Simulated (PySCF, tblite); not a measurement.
# C₅H₉BCl₂O: geometry, infrared bands and NMR shifts

Wanted: the infrared bands and NMR shifts of C₅H₉BCl₂O (`C/C=C(\COC)B(Cl)Cl`), by calculation.

The runs use tblite 0.8.0 and PySCF 2.14.0, with density-fitted response routines of our own; the level of theory stands in each step. All values are computed, except where a source is named. Atoms are numbered from 0 throughout.

### 1 The starting structure

18 atoms, charge 0, multiplicity 1; geometry from: force field or distance geometry start.

Bonds of the start (Å): C0–C1 1.49, C1–C2 1.33, C2–C3 1.46, C3–O4 1.38, O4–C5 1.36, C2–B6 1.56, B6–Cl7 1.84, B6–Cl8 1.84, C0–H9 1.10, C0–H10 1.12, C0–H11 1.10, C1–H12 1.11, C3–H13 1.14, C3–H14 1.13, C5–H15 1.10, C5–H16 1.12, C5–H17 1.12.

### 2 Optimising the geometry with GFN2-xTB

What the job is given:

```
{"job": {"kind": "relax", "xc": "GFN2-xTB", "basis": "xTB"}, "charge": 0, "multiplicity": 1}
C      2.482600    -0.566200     0.313100
C      1.506800     0.539500     0.531800
C      0.259200     0.506800     0.058100
C     -0.137600    -0.656600    -0.728400
O     -1.185400    -1.428600    -0.264400
C     -2.384400    -0.780200    -0.192300
B     -0.615100     1.760400     0.369500
Cl    -1.232600     2.893700    -0.946000
Cl    -0.718800     2.271700     2.135400
H      2.705300    -0.677400    -0.758100
H      2.022900    -1.493400     0.750500
H      3.379100    -0.299800     0.896200
H      1.826400     1.408300     1.138900
H      0.780800    -1.316900    -0.893300
H     -0.434500    -0.328500    -1.768400
H     -2.384700     0.059100     0.513000
H     -2.640000    -0.419900    -1.226700
H     -3.238800    -1.465800     0.059600
```

Command:

```sh
$ OMP_NUM_THREADS=1 python probes_run.py task.json out
```

One launch serves the whole session: the jobs run in the order shown.

**Question.** This job is followed by: GFN2-xTB harmonic vibrations, gas phase; GIAO PBE0/pcSseg-1 NMR shielding, non-relativistic, gas phase. What will the session give for the following? strongest single infrared mode (GFN2-xTB); zero-point energy (GFN2-xTB); ¹³C shifts against TMS (PBE0/pcSseg-1); ¹H shifts against TMS (PBE0/pcSseg-1, means over atoms taken as alike); ¹⁷O shifts against H2O (PBE0/pcSseg-1); ¹¹B shifts against BF3·OEt2 (PBE0/pcSseg-1); ³⁵Cl shifts against HCl (PBE0/pcSseg-1, means over atoms taken as alike).

**Answer**, as computed:

```
                                                                quantity                               value
                               strongest single infrared mode (GFN2-xTB)               1628 cm⁻¹, 215 km/mol
                                            zero-point energy (GFN2-xTB)                       84.2 kcal/mol
                                  ¹³C shifts against TMS (PBE0/pcSseg-1)  175.4, 145.0, 70.5, 58.0, 20.3 ppm
  ¹H shifts against TMS (PBE0/pcSseg-1, means over atoms taken as alike)          8.01, 4.64, 3.38, 2.42 ppm
                                  ¹⁷O shifts against H2O (PBE0/pcSseg-1)                            33.6 ppm
                             ¹¹B shifts against BF3·OEt2 (PBE0/pcSseg-1)                            52.0 ppm
³⁵Cl shifts against HCl (PBE0/pcSseg-1, means over atoms taken as alike)                             218 ppm
```

What this shows: Relaxing lowered the energy by 0.894 eV in 171 steps; the close pair that moved most is B6–Cl7, from 1.843 to 1.726 Å. No mode is imaginary among the 48: a minimum at this level. The strongest single mode, at 1628 cm⁻¹, moves mainly C1 and C2. GFN2-xTB is a fitted tight-binding method: band positions and strengths are rough. Its intensities can rank the bands wrongly. At PBE0/pcSseg-1: Shielding is most anisotropic at Cl7, Cl8 (span 482 ppm, paramagnetic term -416 ppm).
